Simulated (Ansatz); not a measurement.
The system is ZrB.

```xyz
2
Lattice="0.0000 2.3250 2.3250 2.3250 0.0000 2.3250 2.3250 2.3250 0.0000" Properties=species:S:1:pos:R:3 pbc="T T T"
Zr    0.0000    0.0000    0.0000
B     2.3250    2.3250    2.3250
```

| Property | Result |
| --- | --- |
| Program | Ansatz 0.2.0 |
| Task | relaxation of cell and atoms |
| Functional | B3LYP |
| Potentials or basis | Ansatz PAW |
| Cutoff | 420 eV (not typed: the program's choice for these potentials) |
| k mesh | 5 × 5 × 5 |
| Occupations | fermi-dirac, width 0.05 eV |
| Spin | no spin polarisation |

At the start: volume 12.57 Å³/atom.

Task: How do energy, volume and symmetry change on relaxing?

Result: It ends after 7 steps and the volume is 15.03 Å³/atom (+19.6 %); space group Fm-3m (No. 225, to 0.05 Å).

The path:
| step | energy change (eV) | largest force (eV/Å) | volume (Å³) |
| --- | --- | --- | --- |
| 1 | 0.0000 | 0.0000 | 25.14 |
| 2 | -0.5143 | 0.0000 | 28.99 |
| 3 | -0.5319 | 0.0000 | 29.80 |
| 4 | -0.5327 | 0.0000 | 30.03 |
| 5 | -0.5388 | 0.0000 | 30.03 |
| 6 | -0.5388 | 0.0000 | 30.07 |
| 7 | -0.5389 | 0.0000 | 30.07 |

Final structure:
```
Zr B
1.0
     0.00000    2.46803    2.46803
     2.46803    0.00000    2.46803
     2.46803    2.46803    0.00000
Zr B
1 1
Direct
  0.00000 0.00000 0.00000
  0.50000 0.50000 0.50000
```

Caveat: the k mesh is coarse (spacing up to 0.47 Å⁻¹), so the values aren't converged, least of all with exact exchange; the volume moved by over 15 % at a fixed basis, so the end points are rough; the plane-wave basis is chosen anew once the cell has moved, so the energies of steps on either side of that aren't comparable; the volume moved by +20 % from the deposited cell, more than functionals usually miss; the PAW data sets come from PBE, with cores solved anew for the run's functional, which leaves a small shift of forces and pressure.
